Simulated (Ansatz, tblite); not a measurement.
# Ga8Sb8 wurtzite off sphere (Ga₈Sb₈H₂₂): a ladder of methods and basis sets

The task here is to estimate one member of a computed series from the others.

The runs use Ansatz 0.2.0, Gaussian basis; as each input shows.

Plan: GFN1-xTB, PBE-D4/def2-TZVP, r2SCAN-D4/def2-TZVP, PBE-D4/def2-SVP, PBE0-D4/def2-SVP.

1 further run of the same task is left out (set aside as unsound or not needed). Runs told in other sessions of the task aren't counted.

**The relaxed structure**

The geometry is that of the singlet, from an earlier relaxation (r2SCAN-D4/def2-SVP).

38 atoms, charge 0, spin multiplicity 1.

Bond lengths: Ga1–Sb2 2.720 Å, Ga1–Sb3 2.680 Å, Ga1–H17 1.562 Å, Ga1–H18 1.562 Å, Sb2–Ga5 2.670 Å, Sb2–H19 1.702 Å, Sb2–H20 1.701 Å, Sb3–Ga4 2.652 Å, Sb3–Ga11 2.646 Å, Sb3–H21 1.705 Å, Ga4–Sb6 2.681 Å, Ga4–Sb7 2.652 Å, Ga4–H22 1.566 Å, Ga5–Sb6 2.658 Å, Ga5–Sb12 2.650 Å, Ga5–H23 1.563 Å, Sb6–Ga9 2.658 Å, Sb6–H24 1.704 Å and more. Angles: Sb2–Ga1–Sb3 95.1°, Sb2–Ga1–H17 105.7°, Sb2–Ga1–H18 105.8°, Sb3–Ga1–H17 109.9°, Sb3–Ga1–H18 109.9°, H17–Ga1–H18 125.8°, Ga1–Sb2–Ga5 124.2°, Ga1–Sb2–H19 110.4°, Ga1–Sb2–H20 110.4°, Ga5–Sb2–H19 106.3°, Ga5–Sb2–H20 105.5°, H19–Sb2–H20 96.3°, Ga1–Sb3–Ga4 113.3°, Ga1–Sb3–Ga11 111.6°, Ga1–Sb3–H21 107.6°, Ga4–Sb3–Ga11 114.6°, Ga4–Sb3–H21 104.6°, Ga11–Sb3–H21 104.2° and more.

Sb takes a core potential in the def2 sets. No spin-orbit coupling is included.

PBE0-D4/def2-TZVP was run before; its log isn't repeated, and its numbers join the tables.

The first run:

Tight binding, by tblite at 300 K electronic temperature and without a spin-polarisation term:

```python
tblite.interface.Calculator('GFN1-xTB', numbers, positions, charge=0, uhf=0).singlepoint()
```

start.molden holds the orbitals of an earlier run on this state, given as this run's starting guess.

in.yaml

```yaml
crystal:
  periodic: [false, false, false]
  atoms:
    - {symbol: Ga, position_ang: [0.543352, -4.821166, -1.576110]}
    - {symbol: Sb, position_ang: [0.581067, -4.526611, 1.127680]}
    - {symbol: Sb, position_ang: [0.581829, -2.193275, -2.102946]}
    - {symbol: Ga, position_ang: [-1.637226, -0.943765, -1.363660]}
    - {symbol: Ga, position_ang: [0.570055, -2.169298, 2.380891]}
    - {symbol: Sb, position_ang: [-1.478257, -0.854906, 1.311582]}
    - {symbol: Sb, position_ang: [-1.606691, 1.603782, -2.099541]}
    - {symbol: Ga, position_ang: [-3.899157, 2.888159, -1.570927]}
    - {symbol: Ga, position_ang: [-1.590661, 1.574884, 2.384116]}
    - {symbol: Sb, position_ang: [-3.627757, 2.763276, 1.132759]}
    - {symbol: Ga, position_ang: [2.816895, -1.060130, -1.253162]}
    - {symbol: Sb, position_ang: [2.630165, -0.830730, 1.388470]}
    - {symbol: Sb, position_ang: [2.552510, 1.473314, -2.079926]}
    - {symbol: Ga, position_ang: [0.493418, 2.969964, -1.248111]}
    - {symbol: Ga, position_ang: [2.933429, 1.689016, 2.291786]}
    - {symbol: Sb, position_ang: [0.599319, 2.689562, 1.393027]}
    - {symbol: H, position_ang: [-0.862249, -5.410053, -1.916489]}
    - {symbol: H, position_ang: [1.917997, -5.458924, -1.954463]}
    - {symbol: H, position_ang: [-0.652816, -5.454248, 1.843559]}
    - {symbol: H, position_ang: [1.881572, -5.394037, 1.799383]}
    - {symbol: H, position_ang: [0.635429, -2.006623, -3.796817]}
    - {symbol: H, position_ang: [-2.935925, -1.691876, -1.817193]}
    - {symbol: H, position_ang: [0.520728, -2.288395, 3.938569]}
    - {symbol: H, position_ang: [-2.871927, -1.659453, 1.870609]}
    - {symbol: H, position_ang: [-1.417935, 1.558730, -3.793433]}
    - {symbol: H, position_ang: [-5.114415, 1.970438, -1.916187]}
    - {symbol: H, position_ang: [-3.759066, 4.398594, -1.943267]}
    - {symbol: H, position_ang: [-1.718503, 1.589827, 3.941813]}
    - {symbol: H, position_ang: [-5.046641, 2.149913, 1.844117]}
    - {symbol: H, position_ang: [-3.735694, 4.319888, 1.811155]}
    - {symbol: H, position_ang: [4.142207, -1.702305, -1.778400]}
    - {symbol: H, position_ang: [3.985298, -1.706726, 1.934293]}
    - {symbol: H, position_ang: [2.495974, 1.443457, -3.780882]}
    - {symbol: H, position_ang: [4.020878, 2.319148, -1.937061]}
    - {symbol: H, position_ang: [0.600896, 4.439452, -1.771323]}
    - {symbol: H, position_ang: [2.910319, 1.672972, 3.853158]}
    - {symbol: H, position_ang: [4.056874, 2.338628, 1.411060]}
    - {symbol: H, position_ang: [0.520008, 4.300417, 1.941271]}
basis:
  gaussian: {orbitals: def2-TZVP, fitting: {mean_field: def2-universal-jkfit}, initial_orbitals: start.molden}
hamiltonian: {xc: pbe, dispersion: d4}
scf: {omitted_lower_state_checks: [starts]}
output: {orbitals: {seedname: orbitals}}
```

Command:

```console
$ ansatz run in.yaml --threads 4 --pin off --events-out ev --progress --plain --max-ram 66560MiB --backend cuda --devices 0, --max-vram 37GiB
```

Steps of the session up to this table: PBE-D4/def2-TZVP; r2SCAN-D4/def2-TZVP; PBE-D4/def2-SVP; PBE0-D4/def2-SVP.

One of the session's tables, all rows but one given; the rest of the session is left out.

It belongs to the step «Binding energy». 

```
              level  binding an atom (eV)
    PBE-D4/def2-SVP                 2.382
   PBE-D4/def2-TZVP                 2.390
r2SCAN-D4/def2-TZVP                     ?
   PBE0-D4/def2-SVP                 2.374
  PBE0-D4/def2-TZVP                 2.383
```

**Question.** Estimate the row for r2SCAN-D4/def2-TZVP.

The run gave: binding an atom (eV): 2.389. In the column «binding an atom (eV)» it lies between PBE0-D4/def2-TZVP (2.383) and PBE-D4/def2-TZVP (2.390).

To keep in mind: Free atoms were run apart at each level; binding is atoms less cluster, divided by the number of atoms, without zero-point or spin-orbit terms.
